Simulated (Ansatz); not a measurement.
# C2H8AlNSi: up Jacob's ladder to CCSD(T)

The task here is to estimate one member of a computed series from the others.

Computed with Ansatz 0.2.0, Gaussian basis. Level: functionals in def2-TZVPP, the program's frozen cores in correlated methods.

Levels to be run: LDA (SPW92), PBE-D4, revPBE-D4, BLYP-D4, r2SCAN-D4, B97M-V, PBE0-D4, B3LYP-D4, r2SCANh-D4, r2SCAN0-D4, HSE06-D4, BHLYP-D4, CAM-B3LYP-D4, LC-ωPBE, ωB97X-V, ωB97M-V, B2PLYP, PBE-QIDH; CCSD(T)/def2-SVP; CCSD(T)/def2-TZVPP; MP2/def2-QZVPP; extrapolation to the limit; RPA on PBE.

## The relaxed structure

All runs share one geometry, relaxed beforehand with PBE0-D4 in a triple-zeta def2 set.

13 atoms, charge 0, spin multiplicity 1.

Atoms are counted from 1 here; the program's logs count them from 0.

Bond lengths: Al1–C2 2.020 Å, Al1–N3 1.966 Å, Al1–H6 1.584 Å, Al1–H7 1.585 Å, C2–N3 1.417 Å, C2–H8 1.089 Å, C2–H9 1.092 Å, N3–C4 1.281 Å, C4–Si5 1.873 Å, C4–H10 1.098 Å, Si5–H11 1.483 Å, Si5–H12 1.486 Å, Si5–H13 1.487 Å. Angles: C2–Al1–N3 41.6°, C2–Al1–H6 113.6°, C2–Al1–H7 121.2°, N3–Al1–H6 116.6°, N3–Al1–H7 109.3°, H6–Al1–H7 124.6°, Al1–C2–N3 67.2°, Al1–C2–H8 137.9°, Al1–C2–H9 100.6°, N3–C2–H8 117.0°, N3–C2–H9 111.0°, H8–C2–H9 114.2°, Al1–N3–C2 71.2°, Al1–N3–C4 137.1°, C2–N3–C4 126.6°, N3–C4–Si5 121.1°, N3–C4–H10 117.9°, Si5–C4–H10 121.1° and more.

As a file:

| atom | x (Å) | y (Å) | z (Å) |
| --- | --- | --- | --- |
| Al1 | -0.63779 | -0.25178 | 1.90701 |
| C2 | -0.22564 | -1.81105 | 0.69116 |
| N3 | -0.32128 | -0.58101 | -0.00547 |
| C4 | 0.47618 | -0.15268 | -0.91144 |
| Si5 | 0.43745 | 1.63609 | -1.46704 |
| H6 | -2.14905 | -0.19579 | 2.37673 |
| H7 | 0.51693 | 0.67288 | 2.47636 |
| H8 | 0.62526 | -2.44858 | 0.45428 |
| H9 | -1.18592 | -2.33101 | 0.69982 |
| H10 | 1.18417 | -0.86719 | -1.35150 |
| H11 | -0.65160 | 2.32930 | -0.73772 |
| H12 | 1.74673 | 2.27937 | -1.18254 |
| H13 | 0.20495 | 1.68677 | -2.93484 |

The first run:

in.yaml reads:

```yaml
crystal:
  periodic: [false, false, false]
  atoms:
    - {symbol: Al, position_ang: [-0.637794, -0.251782, 1.907006]}
    - {symbol: C, position_ang: [-0.225635, -1.811051, 0.691161]}
    - {symbol: N, position_ang: [-0.321283, -0.581011, -0.005472]}
    - {symbol: C, position_ang: [0.476184, -0.152684, -0.911438]}
    - {symbol: Si, position_ang: [0.437452, 1.636085, -1.467044]}
    - {symbol: H, position_ang: [-2.149051, -0.195788, 2.376727]}
    - {symbol: H, position_ang: [0.516931, 0.672878, 2.476361]}
    - {symbol: H, position_ang: [0.625257, -2.448581, 0.454280]}
    - {symbol: H, position_ang: [-1.185918, -2.331012, 0.699822]}
    - {symbol: H, position_ang: [1.184173, -0.867194, -1.351502]}
    - {symbol: H, position_ang: [-0.651599, 2.329300, -0.737719]}
    - {symbol: H, position_ang: [1.746734, 2.279367, -1.182544]}
    - {symbol: H, position_ang: [0.204948, 1.686773, -2.934839]}
basis:
  gaussian: {orbitals: def2-TZVPP}
hamiltonian: {xc: lda}
output: {orbitals: {seedname: orbitals}}
```

Started as:

```sh
$ ansatz run in.yaml --threads 4 --pin off --events-out ev --progress --plain --max-ram 10444MiB
```

Steps of the session up to this table: LDA; PBE-D4 (GGA); revPBE-D4 (GGA); BLYP-D4 (GGA); r2SCAN-D4 (meta-GGA); B97M-V (meta-GGA); PBE0-D4 (hybrid); B3LYP-D4 (hybrid); r2SCANh-D4 (hybrid); r2SCAN0-D4 (hybrid); HSE06-D4 (hybrid); BHLYP-D4 (hybrid); CAM-B3LYP-D4 (range-separated); LC-ωPBE (range-separated); ωB97X-V (range-separated); ωB97M-V (range-separated); B2PLYP (double hybrid); PBE-QIDH (double hybrid).

One of the session's tables, all rows but one given; the rest of the session is left out.

It belongs to the step «Frontier levels by functional». 

```
  functional  HOMO (eV)  LUMO (eV)  gap (eV)
 LDA (SPW92)      -6.10      -2.83      3.28
      PBE-D4      -5.95      -2.63      3.32
   revPBE-D4      -5.89      -2.55      3.34
     BLYP-D4      -5.79      -2.47      3.32
   r2SCAN-D4      -6.13      -2.50      3.63
      B97M-V      -6.25      -2.54      3.71
     PBE0-D4      -6.94      -1.71      5.23
    B3LYP-D4      -6.74      -1.90      4.84
  r2SCANh-D4          ?          ?         ?
  r2SCAN0-D4      -7.07      -1.64      5.42
    HSE06-D4      -6.55      -2.09      4.46
    BHLYP-D4      -7.82      -0.65      7.17
CAM-B3LYP-D4      -8.15      -0.60      7.55
     LC-ωPBE      -9.42       0.47      9.89
     ωB97X-V      -9.10       0.41      9.51
     ωB97M-V      -8.99       0.31      9.30
```

Estimate the missing values for r2SCANh-D4.

Worked estimate for «HOMO (eV)». Against the share of exact exchange, r2SCAN-D4 (0, -6.13), r2SCAN0-D4 (0.25, -7.07) give a slope of -3.76 per unit share; at 0.1 the line stands at -6.51.

As computed: HOMO (eV): -6.50; LUMO (eV): -2.16; gap (eV): 4.34. In «HOMO (eV)» the line misses by -0.01.
